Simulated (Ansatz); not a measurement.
**YHg2: one crystal by all-electron and frozen-core methods**

Aim: solve YHg2 at one geometry with LAPW, all electrons, frozen-core PAW and all-electron PAW on datasets made for the crystal, and see where they agree.

Computed with Ansatz 0.2.0 (DFT PBEsol, scalar-relativistic, unless a step's input says otherwise).

## 1. The starting structure

Symmetry: P6/mmm, No. 191, hexagonal system. Conventional cell: a = 4.771 Å, b = 4.771 Å, c = 3.536 Å, α = 90.00°, β = 90.00°, γ = 120.00°. Y (site symmetry 6/mmm) has 12 Hg at 3.27 Å and 2 Y at 3.54 Å in its first shell of neighbours. Hg (site symmetry -6m2) has 3 Hg at 2.75 Å and 6 Y at 3.27 Å in its first shell of neighbours.

Coordinates:

```
CELL_PARAMETERS angstrom
4.77100 0.00000 0.00000
-2.38550 4.13181 0.00000
0.00000 0.00000 3.53600
ATOMIC_POSITIONS crystal
Y 0.00000 0.00000 0.00000
Hg 0.33333 0.66667 0.50000
Hg 0.66667 0.33333 0.50000
```

The cell is a deposited one (Crystallography Open Database entry 1522355); the temperature and pressure of the measurement aren't taken into account, and nothing was relaxed.

Atoms are numbered in the order of the input: Y1, Hg2, Hg3.

## 2. LAPW, all electrons

The input, input.yaml:

```yaml
crystal:
  lattice:
    - [4.7710012118, 0.0, 0.0]
    - [-2.3855006059, 4.1318082509, 0.0]
    - [0.0, 0.0, 3.536]
  atoms:
    - { symbol: "Y", position: [0.0, 0.0, 0.0] }
    - { symbol: Hg, position: [0.3333333333, 0.6666666667, 0.5] }
    - { symbol: Hg, position: [0.6666666667, 0.3333333333, 0.5] }
kpoints:
  mp_grid: { grid: [10, 10, 12] }
  band_path:
    path:
      - [0.0, 0.0, 0.0]
      - [0.5, 0.0, 0.0]
      - [0.3333333333, 0.3333333333, 0.0]
      - [0.0, 0.0, 0.0]
      - [0.0, 0.0, 0.5]
      - [0.5, 0.0, 0.5]
      - [0.3333333333, 0.3333333333, 0.5]
      - [0.0, 0.0, 0.5]
      - [0.5, 0.0, 0.5]
    npoints: 14
scf:
  occupations: { method: fermi_dirac, width: 0.03 }
hamiltonian:
  xc: pbesol
  pseudopotentials: { kind: all_electron, lapw: { basis_error: 0.001 } }
output:
  forces: true
  stress: true
  eigenvalues: true
  populations: true
  dos: { projected: true, de: 0.2, e_range: [-14, 8] }
```

The run is started by

```sh
> ansatz run input.yaml --threads 1 --pin off --max-ram 4096MiB --backend cpu --events-out ev --progress --plain --runs-dir out
```

## 3. Frozen-core PAW

Edit input.yaml of step 2 so:

```diff
@@ -27,3 +27,3 @@
   xc: pbesol
-  pseudopotentials: { kind: all_electron, lapw: { basis_error: 0.001 } }
+  pseudopotentials: { kind: paw }
 output:
@@ -32,3 +32,9 @@
   eigenvalues: true
+  efg: { contact_densities: true }
   populations: true
+  bader: true
   dos: { projected: true, de: 0.2, e_range: [-14, 8] }
+  write_density: true
+  write_potential: true
+  elf: true
+  volumetric_format: npy
```

## 4. All-electron PAW on datasets made for the crystal

Edit input.yaml of step 3 so:

```diff
@@ -22,3 +22,3 @@
       - [0.5, 0.0, 0.5]
-    npoints: 14
+    npoints: 8
 scf:
@@ -27,3 +27,3 @@
   xc: pbesol
-  pseudopotentials: { kind: paw }
+  pseudopotentials: { kind: all_electron, datasets: crystal }
 output:
@@ -33,8 +33 @@
   efg: { contact_densities: true }
-  populations: true
-  bader: true
-  dos: { projected: true, de: 0.2, e_range: [-14, 8] }
-  write_density: true
-  write_potential: true
-  elf: true
-  volumetric_format: npy
```

(Steps that only read results are left out.)

Before running it: what results should come out? Wanted: pressure; gap; Bader charges.

**Answer**, as computed:

| quantity | value |
| --- | --- |
| pressure | LAPW 0.40, PAW 0.40, crystal datasets 0.41 GPa |
| gap (LAPW) | none |
| Bader charges (PAW) | Y1 +1.58, Hg2 -0.79 e |

The pressure is within half a GPa of zero, so the volume is close to equilibrium at this level. The count of 117 electrons in bands leaves a band partly filled, so there is no gap. Within 0.3 eV of the Fermi level the largest projected share is Y 4d (89 %). The projection holds only the free atom's occupied shells (Y 5s, Y 4d, Hg 6s, Hg 5d in this range). The field gradient at Hg2, the largest by crystal datasets, is 31.27 by PAW and 31.02 by crystal datasets (10²¹ V/m²), within 5 %. No spin–orbit coupling: at heavy atoms the gradients can be off by tens of per cent for that reason. In pressure, PAW differs from LAPW by less than 0.01 GPa. The price, with the outputs that each input asks for: 3.5 min for LAPW against 33 s for PAW, about 6 to one. Spin-orbit coupling is left out, though the cell holds Hg; in elements this heavy it can shift bands and gaps by tenths of an eV.
